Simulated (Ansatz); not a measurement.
# TaV under changes of volume

One of the cells (16.097 Å³/atom); the others are scaled copies at fixed shape and fractional positions:

```
CELL_PARAMETERS angstrom
1.60670 -2.30777 0.00000
1.60670 2.30777 0.00000
0.00000 0.00000 4.34136
ATOMIC_POSITIONS crystal
Ta 0.00000 0.00000 0.00000
V 0.50000 0.50000 0.50000
```

The cell comes from a database or a generator and needn't be the stable form of this composition.

| Quantity | Value |
| --- | --- |
| Program | Ansatz 0.2.0 |
| Functional | PBE |
| Potentials or basis | SPMS NC |
| Cutoff | 844 eV (not typed: the program's choice for these potentials) |
| k mesh | 10 × 10 × 6 |
| Occupations | fermi-dirac, width 0.05 eV |
| Spin | collinear spin, ferromagnetic start |
| Starting moments | [0.0, 2.0] μB |

```tsv
volume (Å³/atom)	energy over the lowest point (meV/atom)	pressure (GPa)	moment (μB per cell)
15.132	36.21	12.7	0.00
15.453	15.55	8.1	0.00
15.775	3.75	3.8	0.00
16.097	0.00	0.0	0.00
16.419	3.60	-3.5	0.00
16.741	13.52	-6.5	0.45
17.063	?	?	?
```

What does the run at 17.063 Å³/atom give?

Energy over the lowest point 28.97 meV/atom; pressure -9.2 GPa; moment 0.58 μB per cell.

Worked out: A Birch-Murnaghan fit of order 3 (a polynomial in V^(-2/3)) to the other rows has its minimum at 16.10 Å³/atom with B0 = V·E''(V) = 180 GPa and B' = 4.5 at fixed shape and positions, which overstates the stiffness. It gives 29.32 meV/atom at 17.063 Å³/atom, against the run's 28.97, and -dE/dV = -9.2 GPa, against -9.2. The moment follows no smooth curve through the other rows.

Energies are extrapolated to zero smearing.

Caveats: the starting moments weren't kept (some runs).
